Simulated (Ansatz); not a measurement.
# AlH₃Se: a ladder of functionals and wavefunction methods

An exercise on one series of results from a longer session: the logs are not shown, and one member is left open.

Program: Ansatz 0.2.0, Gaussian basis. Level of theory: functionals in def2-TZVPP, the program's frozen cores in correlated methods. These are calculated values, not measurements.

Levels to be run: LDA (SPW92), PBE-D4, revPBE-D4, BLYP-D4, r2SCAN-D4, B97M-V, PBE0-D4, B3LYP-D4, r2SCANh-D4, r2SCAN0-D4, HSE06-D4, BHLYP-D4, CAM-B3LYP-D4, LC-ωPBE, ωB97X-V, ωB97M-V, B2PLYP, PBE-QIDH; CCSD(T)/def2-SVP; CCSD(T)/def2-TZVPP; CCSD(T)/def2-QZVPP; extrapolation to the limit; RPA on PBE.

**Structure used throughout**

An earlier PBE0-D4 in a triple-zeta def2 set relaxation fixed the geometry.

SMILES `[AlH2][SeH]`, 5 atoms, charge 0, spin multiplicity 1.

Atoms are counted from 1 here; the program's logs count them from 0.

Bond lengths: Al1–Se2 2.314 Å, Al1–H3 1.579 Å, Al1–H4 1.580 Å, Se2–H5 1.469 Å. Angles: Se2–Al1–H3 116.3°, Se2–Al1–H4 119.2°, H3–Al1–H4 124.5°, Al1–Se2–H5 92.2°.

Set-up of the first run:

Contents of in.yaml:

```yaml
crystal:
  periodic: [false, false, false]
  atoms:
    - {symbol: Al, position_ang: [-0.435238, -0.530732, 0.166825]}
    - {symbol: Se, position_ang: [0.870291, 1.346572, 0.522905]}
    - {symbol: H, position_ang: [-1.236754, -1.072666, 1.415089]}
    - {symbol: H, position_ang: [-0.474100, -1.180966, -1.272771]}
    - {symbol: H, position_ang: [1.325602, 1.364093, -0.873549]}
basis:
  gaussian: {orbitals: def2-TZVPP}
hamiltonian: {xc: lda}
output: {orbitals: {seedname: orbitals}}
```

The run is started by

```sh
$ ansatz run in.yaml --threads 2 --pin off --events-out ev --progress --plain --max-ram 32768MiB --backend cpu
```

Among the steps run: LDA; PBE-D4 (GGA); revPBE-D4 (GGA); BLYP-D4 (GGA); r2SCAN-D4 (meta-GGA); B97M-V (meta-GGA); B3LYP-D4 (hybrid); r2SCANh-D4 (hybrid); r2SCAN0-D4 (hybrid); HSE06-D4 (hybrid); BHLYP-D4 (hybrid); CAM-B3LYP-D4 (range-separated); LC-ωPBE (range-separated); ωB97X-V (range-separated); ωB97M-V (range-separated); B2PLYP (double hybrid); PBE-QIDH (double hybrid).

One of the session's tables, all rows but one given; the rest of the session is left out.

It belongs to the step «Orbital energies across the functionals». 

```
  functional  HOMO (eV)  LUMO (eV)  gap (eV)
 LDA (SPW92)      -6.51      -2.47      4.05
      PBE-D4          ?          ?         ?
   revPBE-D4      -6.32      -2.13      4.19
     BLYP-D4      -6.18      -2.10      4.08
   r2SCAN-D4      -6.64      -1.93      4.71
      B97M-V      -6.68      -2.10      4.58
     PBE0-D4      -7.45      -1.50      5.95
    B3LYP-D4      -7.20      -1.68      5.51
  r2SCANh-D4      -7.03      -1.68      5.35
  r2SCAN0-D4      -7.63      -1.32      6.31
    HSE06-D4      -7.05      -1.87      5.19
    BHLYP-D4      -8.35      -0.73      7.62
CAM-B3LYP-D4      -8.68      -0.57      8.10
     LC-ωPBE     -10.04       0.47     10.51
     ωB97X-V      -9.70       0.38     10.08
     ωB97M-V      -9.56       0.13      9.69
```

Estimate the missing values for PBE-D4.

As computed: HOMO (eV): -6.37; LUMO (eV): -2.23; gap (eV): 4.14. In the column «HOMO (eV)» it lies between LDA (SPW92) (-6.51) and revPBE-D4 (-6.32).
